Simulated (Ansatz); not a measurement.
# C₂H₇BO: taking an electron away

An exercise on one series of results from a longer session: the logs are not shown, and one member is left open.

The runs use Ansatz 0.2.0, Gaussian basis; unrestricted cation, the program's frozen cores in correlated methods.

Plan: UKS PBE-D4/def2-TZVPP; UKS r2SCAN-D4/def2-TZVPP; UKS PBE0-D4/def2-TZVPP; UKS B3LYP-D4/def2-TZVPP; UKS wB97X-V/def2-TZVPP; UKS wB97M-V/def2-TZVPP; UKS B2PLYP/def2-TZVPP; UHF-MP2/def2-TZVPP; UHF-MP2/def2-QZVPP; then −ε(HOMO) from the neutral's earlier runs with LDA (SPW92), PBE-D4, revPBE-D4, BLYP-D4, r2SCAN-D4, B97M-V, PBE0-D4, B3LYP-D4, r2SCANh-D4, r2SCAN0-D4, HSE06-D4, BHLYP-D4, CAM-B3LYP-D4, LC-ωPBE, ωB97X-V, ωB97M-V.

1 further run of the same task is left out (it didn't finish).

## Structure used throughout

All runs share one geometry, relaxed beforehand with PBE0-D4 in a triple-zeta def2 set.

11 atoms, charge 0, spin multiplicity 1.

Atoms are counted from 1 here; the program's logs count them from 0.

Bond lengths: B1–O2 1.339 Å, B1–H5 1.197 Å, B1–H6 1.204 Å, O2–C3 1.421 Å, C3–C4 1.509 Å, C3–H7 1.096 Å, C3–H8 1.094 Å, C4–H9 1.092 Å, C4–H10 1.092 Å, C4–H11 1.092 Å. Angles: O2–B1–H5 117.0°, O2–B1–H6 120.2°, H5–B1–H6 122.7°, B1–O2–C3 122.3°, O2–C3–C4 110.2°, O2–C3–H7 109.5°, O2–C3–H8 107.0°, C4–C3–H7 111.2°, C4–C3–H8 110.6°, H7–C3–H8 108.3°, C3–C4–H9 110.6°, C3–C4–H10 110.8°, C3–C4–H11 110.1°, H9–C4–H10 108.4°, H9–C4–H11 108.4°, H10–C4–H11 108.3°.

Set-up of the first run:

Contents of in.yaml:

```yaml
crystal:
  periodic: [false, false, false]
  atoms:
    - {symbol: B, position_ang: [-0.401889, 1.809012, 0.647507]}
    - {symbol: O, position_ang: [-0.780789, 0.708636, -0.013833]}
    - {symbol: C, position_ang: [-0.253918, -0.576814, 0.286856]}
    - {symbol: C, position_ang: [0.532735, -1.105213, -0.886893]}
    - {symbol: H, position_ang: [-0.897307, 2.844656, 0.309147]}
    - {symbol: H, position_ang: [0.403609, 1.733130, 1.539251]}
    - {symbol: H, position_ang: [0.369558, -0.516037, 1.185583]}
    - {symbol: H, position_ang: [-1.105122, -1.228214, 0.503860]}
    - {symbol: H, position_ang: [-0.088227, -1.135529, -1.784112]}
    - {symbol: H, position_ang: [1.400164, -0.473250, -1.089526]}
    - {symbol: H, position_ang: [0.886485, -2.117379, -0.677337]}
basis:
  gaussian: {orbitals: def2-TZVPP}
total_charge: 1
magnetization: {spin_polarized: true, initial_magnetization: 1}
hamiltonian: {xc: pbe, dispersion: d4}
```

Run with:

```console
ansatz run in.yaml --threads 4 --pin off --events-out ev --progress --plain --max-ram 10444MiB
```

Among the steps run: Cation, UKS PBE-D4/def2-TZVPP; Cation, UKS r2SCAN-D4/def2-TZVPP; Cation, UKS PBE0-D4/def2-TZVPP; Cation, UKS B3LYP-D4/def2-TZVPP; Cation, UKS wB97X-V/def2-TZVPP; Cation, UKS wB97M-V/def2-TZVPP; Cation, UKS B2PLYP (frozen core)/def2-TZVPP; Cation, UHF-MP2/def2-TZVPP; Cation, UHF-MP2/def2-QZVPP.

One of the session's tables, all rows but one given; the rest of the session is left out.

For comparison, −ε(HOMO) of the neutral from earlier runs:

```
  functional  −ε(HOMO) (eV)
 LDA (SPW92)           7.10
      PBE-D4           7.04
   revPBE-D4           7.01
     BLYP-D4           6.98
   r2SCAN-D4           7.36
      B97M-V           7.50
     PBE0-D4           8.52
    B3LYP-D4           8.33
  r2SCANh-D4           7.91
  r2SCAN0-D4           8.74
    HSE06-D4           8.12
    BHLYP-D4              ?
CAM-B3LYP-D4          10.00
     LC-ωPBE          11.34
     ωB97X-V          11.02
     ωB97M-V          10.89
```

Q: Estimate the row for BHLYP-D4 from the others.

Worked estimate for «−ε(HOMO) (eV)». Against the share of exact exchange, BLYP-D4 (0, 6.98), B3LYP-D4 (0.2, 8.33) give a slope of 6.75 per unit share; at 0.5 the line stands at 10.35.

As computed: −ε(HOMO) (eV): 9.98. In «−ε(HOMO) (eV)» the line misses by +0.37.
